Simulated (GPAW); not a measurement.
## Mo in GPAW: the effect of functional

Mo, a slab with vacuum:

```
CELL_PARAMETERS angstrom
2.72105 0.00000 0.00000
0.00000 4.44346 0.00000
0.00000 0.00000 25.26173
ATOMIC_POSITIONS crystal
Mo 0.33333 0.50000 0.29689
Mo 0.66667 0.00000 0.34767
Mo 0.00000 0.50000 0.39845
Mo 0.33333 0.00000 0.44922
Mo 0.66667 0.50000 0.50000
Mo 0.00000 0.00000 0.55078
Mo 0.33333 0.50000 0.60155
Mo 0.66667 0.00000 0.65233
Mo 0.00000 0.50000 0.70311
```

The slab is cut from a database's or a generator's crystal, which needn't be the stable form of the element.

The cell isn't the ideal one: the (2 1 1) slab of Mo, cut from the database cell, not relaxed.

Alike in all runs:

| Quantity | Value |
| --- | --- |
| Program | GPAW 26.7.0 |
| Task | single point |
| Cutoff | 450 eV |
| Basis | pw |
| k mesh | 10 × 6 × 1 |
| Occupations | fermi-dirac, width 0.05 eV |
| Spin | no spin polarisation |

```csv
functional,potentials or basis,largest force (eV/Å),work function (eV)
LDA,the program's PAW data sets (release 1.2.1) made for this functional,2.23,4.40
PBEsol,PAW data sets generated in the run's folder for this functional,?,?
RPBE,the program's PAW data sets (release 1.2.1) made for this functional,1.27,3.93
r2SCAN,GPAW PAW data sets (gpaw-data 1.2.1),1.66,4.09
vdW-DF-cx,GPAW PAW data sets (gpaw-data 1.2.1),1.62,4.29
revPBE,the program's PAW data sets (release 1.2.1) made for this functional,1.34,3.95
```

**Question.** What does the run with functional PBEsol give?

**Answer.** Largest force 1.94 eV/Å; work function 4.19 eV.

Caveats: the PAW data sets were made with another functional, which shifts forces and pressure a little (some runs).

Runs at the PBE level aren't shown here.
